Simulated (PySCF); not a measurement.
# C3H10Si: the cost of one run

Programs: PySCF 2.14.0, with density-fitted response routines of our own. Each step states its level of theory. These are calculated values for one molecule in the gas phase, unless marked as measured. Atoms count from 0, in the outputs and in this text.

## (1) The molecule as given

14 atoms, charge 0, multiplicity 1; geometry from: GFN2-xTB. The atoms were then displaced at random by about 0.01 Å, so the start is not that level's minimum.

Bonds of the start (Å): C0–C1 1.49, C1–Si2 1.90, Si2–C3 1.95, C0–H4 1.09, C0–H5 1.12, C0–H6 1.10, C1–H7 1.09, C1–H8 1.10, Si2–H9 1.48, Si2–H10 1.45, C3–H11 1.09, C3–H12 1.08, C3–H13 1.05.

## (2) Geometry optimisation at PBE0-D3(BJ)/def2-SVP

Job settings and geometry (Å):

```
{"job": {"xc": "PBE0", "basis": "def2-SVP", "d3": "d3bj", "grid": 1, "shake": 0.01, "kind": "geom"}, "charge": 0, "multiplicity": 1}
C     -2.118480    -0.236860     0.340330
C     -0.707430    -0.686060     0.143110
Si     0.505610     0.756730    -0.077480
C      2.323850     0.073160    -0.189490
H     -2.818900    -1.063040     0.442950
H     -2.471860     0.377160    -0.522970
H     -2.212460     0.413380     1.221470
H     -0.642540    -1.333780    -0.730630
H     -0.416000    -1.287060     1.022830
H      0.423870     1.664200     1.093430
H      0.188820     1.501040    -1.284360
H      2.584050    -0.444950     0.731880
H      2.364570    -0.622240    -1.016960
H      2.989750     0.873240    -0.341780
```

Command:

```
OMP_NUM_THREADS=1 python probes_run.py task.json out
```

This one command runs all jobs of the session in turn.

Q: Estimate the wall time and peak memory of this first job on 1 thread of Arm Neoverse V1, shared host.

About 18 s, with a peak of 0.44 GiB.
